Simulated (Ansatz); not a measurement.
# CH₅AsSi: one species, many methods

An exercise on one series of results from a longer session: the logs are not shown, and one member is left open.

Method: functionals in def2-TZVPP, the program's frozen cores in correlated methods; program: Ansatz 0.2.0, Gaussian basis.

Levels to be run: LDA (SPW92), PBE-D4, revPBE-D4, BLYP-D4, r2SCAN-D4, B97M-V, PBE0-D4, B3LYP-D4, r2SCANh-D4, r2SCAN0-D4, HSE06-D4, BHLYP-D4, CAM-B3LYP-D4, LC-ωPBE, ωB97X-V, ωB97M-V, B2PLYP, PBE-QIDH; CCSD(T)/def2-SVP; CCSD(T)/def2-TZVPP; MP2/def2-QZVPP; extrapolation to the limit; RPA on PBE.

## The relaxed structure

All runs share one geometry, relaxed beforehand with PBE0-D4 in a triple-zeta def2 set.

SMILES `C1[SiH2][AsH]1`, 8 atoms, charge 0, spin multiplicity 1.

Atoms are counted from 1 here; the program's logs count them from 0.

Bond lengths: C1–Si2 1.843 Å, C1–As3 2.046 Å, C1–H4 1.084 Å, C1–H5 1.086 Å, Si2–As3 2.317 Å, Si2–H6 1.480 Å, Si2–H7 1.479 Å, As3–H8 1.526 Å. Angles: Si2–C1–As3 72.9°, Si2–C1–H4 121.0°, Si2–C1–H5 118.1°, As3–C1–H4 114.8°, As3–C1–H5 110.5°, H4–C1–H5 112.8°, C1–Si2–As3 57.6°, C1–Si2–H6 117.5°, C1–Si2–H7 118.2°, As3–Si2–H6 118.8°, As3–Si2–H7 119.8°, H6–Si2–H7 113.8°, C1–As3–Si2 49.5°, C1–As3–H8 92.8°, Si2–As3–H8 89.3°.

As a file:

```xyz
8
charge 0, multiplicity 1
C    -0.77029    0.01789   -0.57599
Si    0.70783    0.66314    0.31566
As   -0.53811   -1.12269    1.10720
H    -0.66722   -0.52403   -1.50929
H    -1.69068    0.59183   -0.52229
H     0.58130    1.97392    0.99048
H     2.04083    0.42234   -0.27714
H     0.42844   -2.07941    0.41557
```

The first run:

in.yaml

```yaml
crystal:
  periodic: [false, false, false]
  atoms:
    - {symbol: C, position_ang: [-0.770289, 0.017894, -0.575993]}
    - {symbol: Si, position_ang: [0.707832, 0.663140, 0.315663]}
    - {symbol: As, position_ang: [-0.538107, -1.122687, 1.107201]}
    - {symbol: H, position_ang: [-0.667219, -0.524028, -1.509291]}
    - {symbol: H, position_ang: [-1.690682, 0.591835, -0.522289]}
    - {symbol: H, position_ang: [0.581297, 1.973921, 0.990481]}
    - {symbol: H, position_ang: [2.040832, 0.422339, -0.277138]}
    - {symbol: H, position_ang: [0.428436, -2.079414, 0.415567]}
basis:
  gaussian: {orbitals: def2-TZVPP}
hamiltonian: {xc: lda}
output: {orbitals: {seedname: orbitals}}
```

Steps of the session up to this table: LDA; PBE-D4 (GGA); revPBE-D4 (GGA); BLYP-D4 (GGA); r2SCAN-D4 (meta-GGA); B97M-V (meta-GGA); PBE0-D4 (hybrid); B3LYP-D4 (hybrid); r2SCANh-D4 (hybrid); r2SCAN0-D4 (hybrid); HSE06-D4 (hybrid); BHLYP-D4 (hybrid); CAM-B3LYP-D4 (range-separated); LC-ωPBE (range-separated); ωB97X-V (range-separated); ωB97M-V (range-separated); B2PLYP (double hybrid); PBE-QIDH (double hybrid).

One of the session's tables, all rows but one given; the rest of the session is left out.

It belongs to the step «Frontier levels by functional». 

```
  functional  HOMO (eV)  gap (eV)
 LDA (SPW92)      -6.04      4.73
      PBE-D4      -5.90      4.79
   revPBE-D4      -5.85      4.81
     BLYP-D4      -5.72      4.73
   r2SCAN-D4      -6.13      5.24
      B97M-V      -6.14      5.19
     PBE0-D4      -6.89      6.56
    B3LYP-D4      -6.67      6.14
  r2SCANh-D4      -6.49      5.88
  r2SCAN0-D4      -7.04      6.83
    HSE06-D4      -6.50      5.80
    BHLYP-D4      -7.71      8.23
CAM-B3LYP-D4      -8.06      8.71
     LC-ωPBE      -9.34     11.05
     ωB97X-V          ?         ?
     ωB97M-V      -8.86     10.25
```

Q: Estimate the row for ωB97X-V from the others.

As computed: HOMO (eV): -9.02; gap (eV): 10.65. In the column «HOMO (eV)» it lies between LC-ωPBE (-9.34) and ωB97M-V (-8.86).
